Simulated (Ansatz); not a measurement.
# NiO: the cost of one run

Method: DFT PBE+U (U_eff = 7 eV on Ni d), plane waves, PAW, in Ansatz 0.2.0.

1 further run of the same task is left out (it didn't finish).

## Step 1: The system as given

It takes space group Fm-3m (No. 225, cubic). Conventional cell: a = 4.183 Å, b = 4.183 Å, c = 4.183 Å, α = 90.00°, β = 90.00°, γ = 90.00°. Around Ni (site symmetry m-3m) lie 6 O at 2.09 Å. Around O (site symmetry m-3m) lie 6 Ni at 2.09 Å.

As a file:

```xyz
4
Lattice="0.0000 2.0913 2.0913 2.0913 0.0000 2.0913 4.1826 4.1826 0.0000" Properties=species:S:1:pos:R:3 pbc="T T T"
Ni    0.0000    0.0000    0.0000
O     2.0913    2.0913    2.0913
Ni    2.0913    2.0913    0.0000
O     4.1826    4.1826    2.0913
```

Magnetic order typed: antiferromagnetic, doubled cell 0 0 1/2.

## Step 2: From atoms, symmetry kept, no search

The input, input.yaml:

```yaml
crystal:
  lattice:
    - [0.0, 2.09130951, 2.09130951]
    - [2.09130951, 0.0, 2.09130951]
    - [4.18261902, 4.18261902, 0.0]
  atoms:
    - { symbol: Ni, position: [0.0, 0.0, 0.0], spin: 2.0 }
    - { symbol: O, position: [0.5, 0.5, 0.25] }
    - { symbol: Ni, position: [0.0, 0.0, 0.5], spin: -2.0 }
    - { symbol: O, position: [0.5, 0.5, 0.75] }
basis:
  ecutwfc: 420
  ecutrho_ratio: 4
kpoints:
  mp_grid: { grid: [8, 8, 8] }
hamiltonian:
  xc: pbe
  hubbard:
    sites: [{ site: 0, l: d, u_eff: 7.0 }, { site: 2, l: d, u_eff: 7.0 }]
scf:
  occupations: { method: gaussian, width: 0.05 }
  lower_state_search: "off"
  max_iter: 150
output:
  forces: true
  stress: true
  eigenvalues: true
  populations: true
  hubbard: { sites: [{ site: 0, l: d }, { site: 2, l: d }] }
magnetization:
  spin_polarized: true
```

Launch:

```sh
$ ansatz run input.yaml --threads 2 --pin off --max-ram 3072MiB --backend cpu --events-out ev --progress --plain --runs-dir out
```

What time and memory should one allow on 2 threads of Arm Neoverse V2, shared host?

About 4.8 s, with a peak of 0.43 GiB.
